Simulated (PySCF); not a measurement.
# C3H8GeS: core binding energies at several levels of theory, part 3 of 3

PySCF 2.14.0. Atoms count from 0.

## Step 8: X-ray photoelectron lines: SCAN, X2C

The job: settings as JSON, then the geometry in Å.

```
{"job": {"kind": "xps", "basis": "def2-TZVP"}, "charge": 0, "multiplicity": 1}
C      1.544922     0.791318     0.688175
C      1.078832    -0.456185     0.575620
Ge     0.284881    -1.132083    -1.057228
S     -1.890706    -1.461085    -0.740099
C     -2.374653     0.228259    -0.266608
H      1.537942     1.493404    -0.153742
H      1.964620     1.171103     1.626713
H      1.102114    -1.120086     1.448484
H      0.507395    -0.083821    -2.168098
H      0.840165    -2.508514    -1.458123
H     -3.443136     0.192354    -0.013419
H     -2.234680     0.935213    -1.097307
H     -1.813548     0.576860     0.612232
```

Level: delta-SCF UKS SCAN, def2-TZVP on the ionised atom, pcseg-1 elsewhere, spin-free X2C.

Output:

```text
ground state, core basis on atom 0 (C), 144 functions
  cycle   1  E = -2612.15875149  |g| = 4.51e-01
  cycle   2  E = -2612.10814223  |g| = 6.06e-01
  cycle   3  E = -2612.21683838  |g| = 5.96e-02
  cycle   4  E = -2612.21799036  |g| = 2.55e-02
  cycle   5  E = -2612.21813846  |g| = 1.41e-02
  cycle   6  E = -2612.21818408  |g| = 3.96e-03
  cycle   7  E = -2612.21819097  |g| = 1.41e-03
  cycle   8  E = -2612.21819248  |g| = 2.72e-04
  E(ground) = -2612.37144385 Eh
hole in C 1s of atom 0
  cycle   1  E = -2600.95723540  |g| = 1.46e+00
  cycle   2  E = -2599.04786008  |g| = 1.97e+00
  cycle   3  E = -2601.00894272  |g| = 8.48e-01
  cycle   4  E = -2601.44804102  |g| = 3.89e-01
  cycle   5  E = -2601.50599673  |g| = 1.96e-01
  cycle   6  E = -2601.52501114  |g| = 5.10e-02
  cycle   7  E = -2601.52663515  |g| = 1.60e-02
  cycle   8  E = -2601.52683273  |g| = 6.85e-03
  cycle   9  E = -2601.52688138  |g| = 3.14e-03
  cycle  10  E = -2601.52689709  |g| = 1.68e-03
  cycle  11  E = -2601.52690090  |g| = 9.14e-04
  cycle  12  E = -2601.52690218  |g| = 3.32e-04
  E(ion) = -2601.67923923 Eh   <S^2> = 0.7888   hole on atom = 1.000   binding energy = 290.950 eV
ground state, core basis on atom 1 (C), 144 functions
  cycle   1  E = -2612.21933533  |g| = 3.14e-02
  cycle   2  E = -2612.21838444  |g| = 6.67e-02
  cycle   3  E = -2612.21960465  |g| = 5.19e-03
  cycle   4  E = -2612.21960956  |g| = 2.78e-03
  cycle   5  E = -2612.21960980  |g| = 8.72e-04
  cycle   6  E = -2612.21961274  |g| = 2.75e-04
  E(ground) = -2612.37285239 Eh
hole in C 1s of atom 1
  cycle   1  E = -2600.96144674  |g| = 1.47e+00
  cycle   2  E = -2598.56152846  |g| = 2.12e+00
  cycle   3  E = -2600.99406150  |g| = 8.64e-01
  cycle   4  E = -2601.47338544  |g| = 3.48e-01
  cycle   5  E = -2601.51008030  |g| = 2.18e-01
  cycle   6  E = -2601.53438621  |g| = 4.69e-02
  cycle   7  E = -2601.53571785  |g| = 1.68e-02
  cycle   8  E = -2601.53597533  |g| = 6.28e-03
  cycle   9  E = -2601.53603749  |g| = 4.03e-03
  cycle  10  E = -2601.53607687  |g| = 2.61e-03
  cycle  11  E = -2601.53610116  |g| = 1.77e-03
  cycle  12  E = -2601.53611416  |g| = 1.17e-03
  cycle  13  E = -2601.53611709  |g| = 6.49e-04
  cycle  14  E = -2601.53611902  |g| = 2.57e-04
  E(ion) = -2601.68817757 Eh   <S^2> = 0.8101   hole on atom = 1.000   binding energy = 290.745 eV
ground state, core basis on atom 3 (S), 146 functions
  cycle   1  E = -2612.23487546  |g| = 4.82e-02
  cycle   2  E = -2612.23398539  |g| = 6.94e-02
  cycle   3  E = -2612.23540181  |g| = 1.54e-02
  cycle   4  E = -2612.23544671  |g| = 8.05e-03
  cycle   5  E = -2612.23546431  |g| = 1.31e-03
  cycle   6  E = -2612.23546595  |g| = 4.83e-04
  E(ground) = -2612.37490046 Eh
hole in S 1s of atom 3
  cycle   1  E = -2519.99225911  |g| = 3.45e+00
  cycle   2  E = -2518.27288273  |g| = 2.27e+00
  cycle   3  E = -2511.42523808  |g| = 2.96e+00
  cycle   4  E = -2521.02263225  |g| = 3.14e-01
  cycle   5  E = -2521.07060225  |g| = 1.53e-01
  cycle   6  E = -2521.08267604  |g| = 7.53e-02
  cycle   7  E = -2521.08554589  |g| = 2.74e-02
  cycle   8  E = -2521.08585600  |g| = 1.47e-02
  cycle   9  E = -2521.08598465  |g| = 4.83e-03
  cycle  10  E = -2521.08599347  |g| = 1.31e-03
  cycle  11  E = -2521.08599680  |g| = 4.15e-04
  E(ion) = -2521.21954109 Eh   <S^2> = 0.7515   hole on atom = 1.000   binding energy = 2480.464 eV
hole in S 2p of atom 3
  cycle   1  E = -2605.56331645  |g| = 1.47e+00
  cycle   2  E = -2603.73140628  |g| = 1.80e+00
  cycle   3  E = -2603.13823137  |g| = 1.67e+00
  cycle   4  E = -2605.99112888  |g| = 1.74e-01
  cycle   5  E = -2605.99692652  |g| = 1.44e-01
  cycle   6  E = -2606.00764618  |g| = 4.88e-02
  cycle   7  E = -2606.00854432  |g| = 2.87e-02
  cycle   8  E = -2606.00901105  |g| = 1.12e-02
  cycle   9  E = -2606.00908245  |g| = 2.61e-03
  cycle  10  E = -2606.00908362  |g| = 6.88e-04
  cycle  11  E = -2606.00908341  |g| = 3.54e-04
  E(ion) = -2606.15556556 Eh   <S^2> = 0.7531   hole on atom = 1.001   binding energy = 169.237 eV
  2p3/2 = 169.017 eV   2p1/2 = 170.242 eV
ground state, core basis on atom 4 (C), 144 functions
  cycle   1  E = -2612.21799120  |g| = 2.88e-02
  cycle   2  E = -2612.21758143  |g| = 4.62e-02
  cycle   3  E = -2612.21821558  |g| = 2.87e-03
  cycle   4  E = -2612.21821634  |g| = 1.65e-03
  cycle   5  E = -2612.21821789  |g| = 2.94e-04
  E(ground) = -2612.37082934 Eh
hole in C 1s of atom 4
  cycle   1  E = -2600.94479738  |g| = 1.47e+00
  cycle   2  E = -2599.78634072  |g| = 1.89e+00
  cycle   3  E = -2601.36602852  |g| = 4.80e-01
  cycle   4  E = -2601.47219999  |g| = 2.13e-01
  cycle   5  E = -2601.49832157  |g| = 8.79e-02
  cycle   6  E = -2601.50203614  |g| = 3.33e-02
  cycle   7  E = -2601.50262119  |g| = 1.05e-02
  cycle   8  E = -2601.50269423  |g| = 4.00e-03
  cycle   9  E = -2601.50271185  |g| = 1.51e-03
  cycle  10  E = -2601.50271369  |g| = 9.65e-04
  cycle  11  E = -2601.50271605  |g| = 2.67e-04
  E(ion) = -2601.65560331 Eh   <S^2> = 0.7721   hole on atom = 1.000   binding energy = 291.576 eV
```

Run time: 32 s. Hardware: 1 thread of Arm Neoverse V1, shared host; peak memory 0.54 GiB.

Binding energies by hole, beside the orbital energy of the ground state; the difference holds orbital relaxation and, for a density functional, its self-interaction error:

| hole | stands for | environment | ΔSCF (eV; 2p as the shell's mean) | −ε (eV) | ⟨S²⟩ |
| --- | --- | --- | --- | --- | --- |
| C1s on C0 | C0 | terminal =CH2 carbon | 290.95 | 274.0 | 0.789 |
| C1s on C1 | C1 | alkene CH | 290.74 | 274.0 | 0.810 |
| S1s on S3 | S3 | sulfur bonded to C, Ge | 2480.46 | 2415.7 | 0.752 |
| S2p on S3 | S3 | sulfur bonded to C, Ge | 169.43 | 157.9 | 0.753 |
| C1s on C4 | C4 | methyl carbon bonded to S | 291.58 | 274.4 | 0.772 |

With the spin-orbit splitting: S3 2p3/2 169.02, 2p1/2 170.24 eV. The table gives each 2p level as the mean over the whole 2p shell (two parts 2p3/2, one part 2p1/2), which differs a little from the single hole in the log.

## Step 9: Core-electron binding energies: SCAN, non-relativistic

Settings changed since step 8:

```diff
@@ -1,2 +1,2 @@
-{"job": {"kind": "xps", "basis": "def2-TZVP"}, "charge": 0, "multiplicity": 1}
+{"job": {"kind": "xps", "x2c": false}, "charge": 0, "multiplicity": 1}
 C      1.544922     0.791318     0.688175
```

Method: delta-SCF UKS SCAN, pcX-2 on the ionised atom, pcseg-1 elsewhere, non-relativistic.

Output:

```text
ground state, core basis on atom 0 (C), 158 functions
  cycle   1  E = -2593.91260589  |g| = 4.79e-01
  cycle   2  E = -2593.85851999  |g| = 6.31e-01
  cycle   3  E = -2593.97465902  |g| = 6.34e-02
  cycle   4  E = -2593.97602250  |g| = 2.42e-02
  cycle   5  E = -2593.97618085  |g| = 1.10e-02
  cycle   6  E = -2593.97621583  |g| = 3.48e-03
  cycle   7  E = -2593.97621404  |g| = 1.77e-03
  cycle   8  E = -2593.97621578  |g| = 2.85e-04
  E(ground) = -2594.12758764 Eh
hole in C 1s of atom 0
  cycle   1  E = -2582.71708568  |g| = 1.50e+00
  cycle   2  E = -2580.76597269  |g| = 2.13e+00
  cycle   3  E = -2582.85116683  |g| = 7.95e-01
  cycle   4  E = -2583.21237680  |g| = 4.13e-01
  cycle   5  E = -2583.28656067  |g| = 1.75e-01
  cycle   6  E = -2583.30258944  |g| = 3.98e-02
  cycle   7  E = -2583.30349207  |g| = 1.44e-02
  cycle   8  E = -2583.30362332  |g| = 9.47e-03
  cycle   9  E = -2583.30369289  |g| = 2.97e-03
  cycle  10  E = -2583.30370836  |g| = 1.74e-03
  cycle  11  E = -2583.30371196  |g| = 7.23e-04
  cycle  12  E = -2583.30371276  |g| = 2.74e-04
  E(ion) = -2583.45438934 Eh   <S^2> = 0.7928   hole on atom = 1.000   binding energy = 290.433 eV
ground state, core basis on atom 1 (C), 158 functions
  cycle   1  E = -2593.97726557  |g| = 4.65e-02
  cycle   2  E = -2593.97650338  |g| = 6.03e-02
  cycle   3  E = -2593.97733830  |g| = 2.27e-02
  cycle   4  E = -2593.97748410  |g| = 4.89e-03
  cycle   5  E = -2593.97748429  |g| = 9.49e-04
  cycle   6  E = -2593.97749100  |g| = 3.17e-04
  E(ground) = -2594.12879808 Eh
hole in C 1s of atom 1
  cycle   1  E = -2582.72257893  |g| = 1.51e+00
  cycle   2  E = -2580.28563017  |g| = 2.28e+00
  cycle   3  E = -2582.85378019  |g| = 7.95e-01
  cycle   4  E = -2583.23958264  |g| = 3.77e-01
  cycle   5  E = -2583.29435588  |g| = 1.96e-01
  cycle   6  E = -2583.31317654  |g| = 4.02e-02
  cycle   7  E = -2583.31406003  |g| = 1.70e-02
  cycle   8  E = -2583.31428723  |g| = 7.90e-03
  cycle   9  E = -2583.31436412  |g| = 3.95e-03
  cycle  10  E = -2583.31440064  |g| = 2.74e-03
  cycle  11  E = -2583.31442512  |g| = 1.68e-03
  cycle  12  E = -2583.31443784  |g| = 1.19e-03
  cycle  13  E = -2583.31443940  |g| = 5.99e-04
  cycle  14  E = -2583.31444215  |g| = 2.72e-04
  E(ion) = -2583.46481251 Eh   <S^2> = 0.8146   hole on atom = 1.000   binding energy = 290.182 eV
ground state, core basis on atom 3 (S), 169 functions
  cycle   1  E = -2594.00481363  |g| = 4.88e-02
  cycle   2  E = -2594.00426590  |g| = 6.08e-02
  cycle   3  E = -2594.00511540  |g| = 1.44e-02
  cycle   4  E = -2594.00516358  |g| = 7.36e-03
  cycle   5  E = -2594.00517870  |g| = 1.95e-03
  cycle   6  E = -2594.00518121  |g| = 3.65e-04
  E(ground) = -2594.14313369 Eh
hole in S 1s of atom 3
  cycle   1  E = -2502.07559301  |g| = 5.04e+00
  cycle   2  E = -2500.44501322  |g| = 2.60e+00
  cycle   3  E = -2489.97272602  |g| = 3.49e+00
  cycle   4  E = -2503.23778447  |g| = 3.45e-01
  cycle   5  E = -2503.26248536  |g| = 2.29e-01
  cycle   6  E = -2503.28417740  |g| = 1.38e-01
  cycle   7  E = -2503.29425010  |g| = 3.39e-02
  cycle   8  E = -2503.29486598  |g| = 1.23e-02
  cycle   9  E = -2503.29494935  |g| = 3.30e-03
  cycle  10  E = -2503.29495260  |g| = 1.76e-03
  cycle  11  E = -2503.29495550  |g| = 4.40e-04
  E(ion) = -2503.42403662 Eh   <S^2> = 0.7517   hole on atom = 1.000   binding energy = 2468.592 eV
hole in S 2p of atom 3
  cycle   1  E = -2587.34120634  |g| = 1.53e+00
  cycle   2  E = -2585.62809625  |g| = 1.86e+00
  cycle   3  E = -2585.39736953  |g| = 1.66e+00
  cycle   4  E = -2587.76940854  |g| = 2.16e-01
  cycle   5  E = -2587.78466673  |g| = 1.32e-01
  cycle   6  E = -2587.79198494  |g| = 7.04e-02
  cycle   7  E = -2587.79418730  |g| = 3.17e-02
  cycle   8  E = -2587.79474480  |g| = 1.01e-02
  cycle   9  E = -2587.79479850  |g| = 2.32e-03
  cycle  10  E = -2587.79480559  |g| = 9.40e-04
  cycle  11  E = -2587.79480417  |g| = 4.20e-04
  E(ion) = -2587.93895035 Eh   <S^2> = 0.7532   hole on atom = 1.001   binding energy = 168.824 eV
  2p3/2 = 168.595 eV   2p1/2 = 169.826 eV
ground state, core basis on atom 4 (C), 158 functions
  cycle   1  E = -2593.97571002  |g| = 4.48e-02
  cycle   2  E = -2593.97538789  |g| = 4.17e-02
  cycle   3  E = -2593.97579828  |g| = 1.74e-02
  cycle   4  E = -2593.97588716  |g| = 2.19e-03
  cycle   5  E = -2593.97588523  |g| = 4.20e-04
  E(ground) = -2594.12665375 Eh
hole in C 1s of atom 4
  cycle   1  E = -2582.70416524  |g| = 1.50e+00
  cycle   2  E = -2581.47611846  |g| = 2.06e+00
  cycle   3  E = -2583.17137739  |g| = 4.27e-01
  cycle   4  E = -2583.24027632  |g| = 2.38e-01
  cycle   5  E = -2583.27431957  |g| = 8.31e-02
  cycle   6  E = -2583.27738101  |g| = 3.20e-02
  cycle   7  E = -2583.27788115  |g| = 1.38e-02
  cycle   8  E = -2583.27798946  |g| = 5.09e-03
  cycle   9  E = -2583.27801169  |g| = 1.62e-03
  cycle  10  E = -2583.27801665  |g| = 9.93e-04
  cycle  11  E = -2583.27801569  |g| = 2.93e-04
  E(ion) = -2583.42934511 Eh   <S^2> = 0.7741   hole on atom = 1.000   binding energy = 291.089 eV
```

Wall time 33 s (1 thread of Arm Neoverse V1, shared host); peak memory 0.66 GiB.

Binding energies by hole, beside the orbital energy of the ground state; the difference holds orbital relaxation and, for a density functional, its self-interaction error:

| hole | stands for | environment | ΔSCF (eV; 2p as the shell's mean) | −ε (eV) | ⟨S²⟩ |
| --- | --- | --- | --- | --- | --- |
| C1s on C0 | C0 | terminal =CH2 carbon | 290.43 | 274.0 | 0.793 |
| C1s on C1 | C1 | alkene CH | 290.18 | 273.9 | 0.815 |
| S1s on S3 | S3 | sulfur bonded to C, Ge | 2468.59 | 2407.2 | 0.752 |
| S2p on S3 | S3 | sulfur bonded to C, Ge | 169.01 | 157.7 | 0.753 |
| C1s on C4 | C4 | methyl carbon bonded to S | 291.09 | 274.4 | 0.774 |

With the spin-orbit splitting: S3 2p3/2 168.59, 2p1/2 169.83 eV. The table gives each 2p level as the mean over the whole 2p shell (two parts 2p3/2, one part 2p1/2), which differs a little from the single hole in the log.

## Step 10: Results

What follows sums up all 3 parts.

| quantity | value |
| --- | --- |
| C1s binding energies, SCAN/pcX-2 | C4 291.18, C0 290.53, C1 290.30 eV |
| S1s binding energies, SCAN/pcX-2 | S3 2476.31 eV |
| S2p binding energies, SCAN/pcX-2 | S3 168.97 eV |
| C1s binding energies, B3LYP/pcX-2 | C4 291.22, C0 290.68, C1 290.37 eV |
| S1s binding energies, B3LYP/pcX-2 | S3 2474.19 eV |
| S2p binding energies, B3LYP/pcX-2 | S3 168.63 eV |
| C1s binding energies, PBE0/pcX-2 | C4 290.70, C0 290.14, C1 289.88 eV |
| S1s binding energies, PBE0/pcX-2 | S3 2473.59 eV |
| S2p binding energies, PBE0/pcX-2 | S3 168.47 eV |
| C1s binding energies, PBE/pcX-2 | C4 290.31, C0 289.70, C1 289.49 eV |
| S1s binding energies, PBE/pcX-2 | S3 2472.26 eV |
| S2p binding energies, PBE/pcX-2 | S3 168.10 eV |
| S1s binding energies, HF/pcX-2 | S3 2477.09 eV |
| S2p binding energies, HF/pcX-2 | S3 168.24 eV |
| C1s binding energies, HF/pcX-2 (standing for 1 of 3 atoms) | C4 291.03 eV |
| C1s binding energies, SCAN/pcX-1 | C4 291.18, C0 290.55, C1 290.31 eV |
| S1s binding energies, SCAN/pcX-1 | S3 2476.33 eV |
| S2p binding energies, SCAN/pcX-1 | S3 169.09 eV |
| C1s binding energies, SCAN/def2-TZVP | C4 291.58, C0 290.95, C1 290.74 eV |
| S1s binding energies, SCAN/def2-TZVP | S3 2480.46 eV |
| S2p binding energies, SCAN/def2-TZVP | S3 169.43 eV |
| C1s binding energies, SCAN/pcX-2, non-relativistic | C4 291.09, C0 290.43, C1 290.18 eV |
| S1s binding energies, SCAN/pcX-2, non-relativistic | S3 2468.59 eV |
| S2p binding energies, SCAN/pcX-2, non-relativistic | S3 169.01 eV |

In words: Single values in the summary come from the first sound run of each kind (SCAN/pcX-2), which need not be the best level. At SCAN/pcX-2: C4 (methyl carbon bonded to S) binds its C1s electron 0.88 eV more tightly than C1 (alkene CH). At B3LYP/pcX-2: C4 (methyl carbon bonded to S) binds its C1s electron 0.85 eV more tightly than C1 (alkene CH). At PBE0/pcX-2: The C1s levels kept as sound span 0.83 eV, from C1 (alkene CH) up to C4 (methyl carbon bonded to S). At PBE/pcX-2: The C1s levels kept as sound span 0.82 eV, from C1 (alkene CH) up to C4 (methyl carbon bonded to S). At SCAN/pcX-1: The C1s levels kept as sound span 0.86 eV, from C1 (alkene CH) up to C4 (methyl carbon bonded to S). At SCAN/def2-TZVP: C4 (methyl carbon bonded to S) binds its C1s electron 0.83 eV more tightly than C1 (alkene CH). At SCAN/pcX-2, non-relativistic: The C1s levels kept as sound span 0.91 eV, from C1 (alkene CH) up to C4 (methyl carbon bonded to S).
